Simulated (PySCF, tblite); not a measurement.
# C5H12GeSSi: geometry, infrared bands and NMR shifts

Wanted: the infrared bands and NMR shifts of C5H12GeSSi (`CS[Si@@H]1C=[CH][Ge]1([CH3])[CH3]`), by calculation.

Computed with tblite 0.8.0 and PySCF 2.14.0, with density-fitted response routines of our own, on a single molecule in the gas phase. Atoms count from 0, in the outputs and in this text.

## 1. Starting geometry

20 atoms, charge 0, multiplicity 1; geometry from: force field or distance geometry start.

Bonds of the start (Å): C0–S1 1.82, S1–Si2 2.15, Si2–C3 1.82, C3–C4 1.31, C4–Ge5 1.86, Ge5–C6 1.95, Ge5–C7 1.94, Ge5–Si2 2.26, C0–H8 1.11, C0–H9 1.10, C0–H10 1.10, Si2–H11 1.47, C3–H12 1.13, C4–H13 1.12, C6–H14 1.12, C6–H15 1.11, C6–H16 1.11, C7–H17 1.09, C7–H18 1.12, C7–H19 1.12.

## 2. Optimising the geometry with GFN2-xTB

The job: settings as JSON, then the geometry in Å.

```
{"job": {"kind": "relax", "xc": "GFN2-xTB", "basis": "xTB"}, "charge": 0, "multiplicity": 1}
C      3.794800     0.922000    -0.668400
S      2.045600     1.381500    -0.460100
Si     0.893300    -0.282500     0.276700
C      0.431800    -1.485700    -1.013000
C     -0.865900    -1.438600    -1.151400
Ge    -1.350700    -0.117900     0.069700
C     -2.297400    -0.785200     1.641800
C     -2.063900     1.539400    -0.633500
H      4.231100     1.647600    -1.388900
H      4.258800     0.996700     0.331100
H      3.922400    -0.073700    -1.119100
H      1.412400    -0.861600     1.527200
H      1.141600    -2.172900    -1.554400
H     -1.494600    -2.041300    -1.863300
H     -2.359600     0.022800     2.410400
H     -3.311200    -1.131200     1.365000
H     -1.659600    -1.590300     2.069500
H     -1.294400     2.264800    -0.909100
H     -2.729300     1.963800     0.155600
H     -2.710500     1.253100    -1.498500
```

The run is started by

```
$ OMP_NUM_THREADS=1 python probes_run.py task.json out
```

This one command runs all jobs of the session in turn.

**Question.** This job is followed by: GFN2-xTB harmonic vibrations, gas phase; GIAO PBE0/pcSseg-1 NMR shielding, non-relativistic, gas phase. What will the session give for the following? strongest single infrared mode (GFN2-xTB); zero-point energy (GFN2-xTB); 13C shifts against TMS (PBE0/pcSseg-1); 1H shifts against TMS (PBE0/pcSseg-1, means over atoms taken as alike); 33S shifts against CS2 (PBE0/pcSseg-1); 29Si shifts against TMS (PBE0/pcSseg-1); 73Ge shifts against GeMe4 (PBE0/pcSseg-1); surface potential, 1st and 99th percentile.

**Answer**, as computed:

| quantity | value |
| --- | --- |
| strongest single infrared mode (GFN2-xTB) | 2150 cm⁻¹, 336 km/mol |
| zero-point energy (GFN2-xTB) | 93.9 kcal/mol |
| 13C shifts against TMS (PBE0/pcSseg-1) | 180.1, 167.5, 17.1, 3.3, 2.1 ppm |
| 1H shifts against TMS (PBE0/pcSseg-1, means over atoms taken as alike) | 7.95, 7.59, 5.69, 2.18, 0.61, 0.51 ppm |
| 33S shifts against CS2 (PBE0/pcSseg-1) | -172 ppm |
| 29Si shifts against TMS (PBE0/pcSseg-1) | 13.1 ppm |
| 73Ge shifts against GeMe4 (PBE0/pcSseg-1) | 9 ppm |
| surface potential, 1st and 99th percentile | -1.08 V and 0.82 V |

In words: The optimisation took 103 steps and gained 0.817 eV; among the close pairs (by a distance rule), C4–Ge5 changed most, from 1.863 to 1.993 Å. All 54 modes are real, so the xTB geometry is a minimum. The strongest single mode, at 2150 cm⁻¹, moves mainly H11. GFN2-xTB is a fitted tight-binding method: band positions and strengths are rough. Its intensities can rank the bands wrongly. At PBE0/pcSseg-1, counted by nearest atom on the grid, the HOMO lies on S1 72 %; C3 6 %, the LUMO on C3, C4 about 30 % each; H12, H13 about 7 % each. Spin-orbit coupling is left out, which matters for shieldings and couplings at and beside the heavy atoms.
